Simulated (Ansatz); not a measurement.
# Cyclo-(F2SnO)3 (Sn3O3F6): geometry, orbitals and charge

Aim: characterise cyclo-(F2SnO)3 (Sn3O3F6) as a singlet: its structure, frontier levels and distribution of charge.

Computed with Ansatz 0.2.0, Gaussian basis. Level: RKS PBE0-D4/def2-TZVP.

The runs, in order: relaxation at PBE-D4/def2-SVP; a single point at PBE0-D4/def2-TZVP.

6 further runs of the same task are left out: 3 that didn't finish, 3 set aside as unsound or not needed. Runs told in other sessions of the task aren't counted.

## (1) Where the work starts

12 atoms, charge 0, spin multiplicity 1.

Atoms are counted from 1 here; the program's logs count them from 0.

Bond lengths: Sn1–F2 1.861 Å, Sn1–F3 1.862 Å, Sn1–O4 1.901 Å, Sn1–O12 1.901 Å, O4–Sn5 1.903 Å, Sn5–F6 1.861 Å, Sn5–F7 1.862 Å, Sn5–O8 1.902 Å, O8–Sn9 1.902 Å, Sn9–F10 1.861 Å, Sn9–F11 1.860 Å, Sn9–O12 1.901 Å. Angles: F2–Sn1–F3 111.6°, F2–Sn1–O4 109.2°, F2–Sn1–O12 108.6°, F3–Sn1–O4 108.7°, F3–Sn1–O12 108.9°, O4–Sn1–O12 109.8°, Sn1–O4–Sn5 130.1°, O4–Sn5–F6 109.0°, O4–Sn5–F7 108.9°, O4–Sn5–O8 109.8°, F6–Sn5–F7 111.6°, F6–Sn5–O8 108.7°, F7–Sn5–O8 108.9°, Sn5–O8–Sn9 130.1°, O8–Sn9–F10 108.8°, O8–Sn9–F11 108.8°, O8–Sn9–O12 109.8°, F10–Sn9–F11 111.7° and more.

Sn takes a core potential in the def2 sets. No spin-orbit coupling is included.

The start is a GFN2-xTB geometry.

## (2) Relaxation at PBE-D4/def2-SVP

Input file in.yaml:

```yaml
crystal:
  periodic: [false, false, false]
  atoms:
    - {symbol: Sn, position_ang: [-0.439540, -1.919810, -0.284020]}
    - {symbol: F, position_ang: [-2.136740, -2.547430, -0.719180]}
    - {symbol: F, position_ang: [0.791950, -3.310100, -0.154720]}
    - {symbol: O, position_ang: [-0.517810, -1.016540, 1.387140]}
    - {symbol: Sn, position_ang: [-0.056590, 0.774340, 1.834300]}
    - {symbol: F, position_ang: [-1.527850, 1.599720, 2.619620]}
    - {symbol: F, position_ang: [1.408420, 0.749860, 2.982650]}
    - {symbol: O, position_ang: [0.411290, 1.730880, 0.258610]}
    - {symbol: Sn, position_ang: [0.500890, 1.145220, -1.548400]}
    - {symbol: F, position_ang: [-0.781850, 2.058850, -2.539820]}
    - {symbol: F, position_ang: [2.218070, 1.451810, -2.194240]}
    - {symbol: O, position_ang: [0.129760, -0.716790, -1.641930]}
basis:
  gaussian: {orbitals: def2-SVP}
hamiltonian: {xc: pbe, dispersion: d4}
scf: {lower_state_search: "off"}
output: {orbitals: {seedname: orbitals}}
relax: {f_tol: 0.03, max_steps: 70}
```

The run is started by

```console
ansatz run in.yaml --threads 4 --pin off --events-out ev --progress --plain --max-ram 6963MiB
```

After this run come: Single point, PBE0-D4/def2-TZVP.

Before running them: what should the planned runs give, taken together? Wanted: point group; commonest bond; HOMO, LUMO at PBE0-D4/def2-TZVP; dipole at PBE-D4/def2-SVP.

The runs gave:

```
                       quantity                           value
                    point group                              C1
                 commonest bond  F–Sn, 6 of mean length 1.933 Å
HOMO, LUMO at PBE0-D4/def2-TZVP                -10.86, -4.94 eV
      dipole at PBE-D4/def2-SVP                          0.13 D
```

In words: The molecule keeps its bonding pattern by the stored test; the atoms moved 0.40 Å (rms). No usable vibrations, so a minimum isn't proven. The HOMO lies nearest to O4, O8, O12 about 31 % each and the LUMO to Sn1, Sn5, Sn9 about 12 % each; O4, O8, O12 about 11 % each. The point group is read from a loosely relaxed geometry; soft torsions can leave it below the true symmetry.
